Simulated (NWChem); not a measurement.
**SVWN5/cc-pVTZ run of GeHF (SMILES [F][GeH])**

What is the electronic atomisation energy of GeHF at SVWN5/cc-pVTZ? 

Program for the calculation: NWChem 7.3.0.

## (1) The molecule

GeHF: 3 atoms, total charge 0, spin state singlet. SMILES: `[F][GeH]`. The coordinates come from a PBE0-D4/def2-TZVP relaxation.

Bond lengths: F1–Ge2 1.757 Å, Ge2–H3 1.609 Å. Angles: F1–Ge2–H3 94.2°.

## (2) A single-point energy at SVWN5/cc-pVTZ (run 1)

The input, struct.xyz:

```xyz
3

F      0.672100     1.012600     0.469700
Ge    -0.657900     0.195200    -0.335600
H     -0.025200    -1.272700    -0.147400
```

The input, struct.nw:

```
start struct
memory 2200 mb
charge 0

geometry noautosym nocenter noautoz
  load format xyz struct.xyz
end

basis spherical bse
  * library cc-pVTZ
end

dft
  xc slater vwn_5
  grid fine
  convergence energy 1e-08
  maxiter 100
  mulliken
  noprint "final vectors analysis"
end

task dft energy
```

Command:

```
$ nwchem struct.nw > struct.out
```

The log of the run, cut to the lines that bear on the results:

```text
[...]
          Wavefunction type:  closed shell.
          No. of atoms     :     3
          No. of electrons :    42
[...]
          Charge           :     0
          Spin multiplicity:     1
[...]
          AO basis - number of functions:    87
[...]
              XC Information
              --------------
                        Slater Exchange Functional  1.000 local
                      VWN V Correlation Functional  1.000 local
[...]
 d= 0,ls=0.0,diis     1  -2173.6346302315 -2.27D+03  1.79D-02  1.62D+00    14.2
[...]
 d= 0,ls=0.0,diis    11  -2173.7384744599 -9.38D-09  3.05D-07  1.29D-09    92.8
         Total DFT energy =    -2173.738474459904
      One electron energy =    -3231.575507307665
           Coulomb energy =     1044.599050042964
    Exchange-Corr. energy =      -85.974664738867
 Nuclear repulsion energy =       99.212647543664
[...]
      Total Density - Mulliken Population Analysis
     ---------------------------------------------
    Atom       Charge   Shell Charges
 -----------   ------   -------------------------------------------------------
    1 F    9     9.30   1.92  0.29  1.05  0.66  1.59  2.30  1.50  0.00  0.01  0.00
    2 Ge  32    31.60   2.00  2.01  1.92  0.60  0.94  0.41  6.00  5.80  0.44  0.98  0.30  9.54  0.52  0.11  0.04
    3 H    1     1.09   0.23  0.52  0.33  0.00  0.01  0.00
[...]
```

It took 94 s on 1 thread of Intel Xeon Platinum 8488C (Sapphire Rapids), shared host; peak memory 0.12 GiB.

## (3) The F atom (run 2)

The input, nw.nw:

```
start nw
memory stack 880 mb heap 220 mb global 1100 mb
geometry noautosym nocenter noautoz
  F        0.000000       0.000000       0.000000
end
basis "ao basis" spherical bse
  * library cc-pVTZ
end
dft
  xc slater vwn_5
  mult 2
  grid fine
  convergence energy 1e-08
  iterations 100
  mulliken
  print low
end
task dft energy
```

Run the same way, it converges to -99.10079 Eh (log not shown).

Run 3 isn't shown in full; the table further down has it.

## (4) The H atom (run 4)

The input, input.nw:

```
start input
title "H"
memory total 2200 mb

geometry units angstroms noautosym nocenter noautoz
  H     0.000000    0.000000    0.000000
end

basis spherical bse
  * library cc-pVTZ
end

dft
  xc slater vwn_5
  mult 2
  grid fine
  convergence energy 1e-08
  iterations 100
  mulliken
  noprint "final vectors analysis"
end

task dft
```

Command:

```
$ nwchem input.nw > input.out
```

The log of the run, cut to the lines that bear on the results:

```text
[...]
          Wavefunction type:  spin polarized.
          No. of atoms     :     1
          No. of electrons :     1
[...]
          Charge           :     0
          Spin multiplicity:     2
[...]
          AO basis - number of functions:    14
[...]
              XC Information
              --------------
                        Slater Exchange Functional  1.000 local
                      VWN V Correlation Functional  1.000 local
[...]
 d= 0,ls=0.0,diis     1     -0.4774697598 -4.77D-01  6.05D-03  9.33D-04     0.1
[...]
  Singularity in Pulay matrix. Error and Fock matrices removed.
  Singularity in Pulay matrix. Error and Fock matrices removed.
 d= 0,ls=0.0,diis     5     -0.4783475093 -5.89D-13  1.08D-09  3.32D-17     0.1
[...]
         Total DFT energy =       -0.478347509330
      One electron energy =       -0.498939799762
           Coulomb energy =        0.299728319268
    Exchange-Corr. energy =       -0.279136028837
 Nuclear repulsion energy =        0.000000000000
[...]
      Total Density - Mulliken Population Analysis
     ---------------------------------------------
    Atom       Charge   Shell Charges
 -----------   ------   -------------------------------------------------------
    1 H    1     1.00   0.17  0.43  0.40  0.00  0.00  0.00
     --------------------------------------------
      Spin Density - Mulliken Population Analysis
     --------------------------------------------
    Atom       Charge   Shell Charges
 -----------   ------   -------------------------------------------------------
    1 H    1     1.00   0.17  0.43  0.40  0.00  0.00  0.00
[...]
      <S2> =      0.7500 (Exact =     0.7500)
[...]
```

Wall time 0.81 s (1 thread of Intel Xeon Platinum 8488C (Sapphire Rapids), shared host); peak memory 0.1 GiB.

## (5) Overview of the runs

```csv
run,level,partner,energy (Eh),wall time
1,SVWN5/cc-pVTZ,base,-2173.738474,94 s
2,USVWN5/cc-pVTZ,atoms,-99.100791,1.4 s
3,USVWN5/cc-pVTZ,atoms,-2073.796544,72 s
4,USVWN5/cc-pVTZ,atoms,-0.478348,0.81 s
```

## (6) Summary of results

At SVWN5/cc-pVTZ:

```
                     quantity        value
         H atom: total energy  -0.47835 Eh
                 H atom: ⟨S²⟩        0.750
electronic atomisation energy     9.872 eV
```

In words: Taking the molecule apart into free atoms costs 9.87 eV (228 kcal/mol), before zero-point energy and without spin-orbit coupling. All runs together took 2.8 min, the longest 94 s.
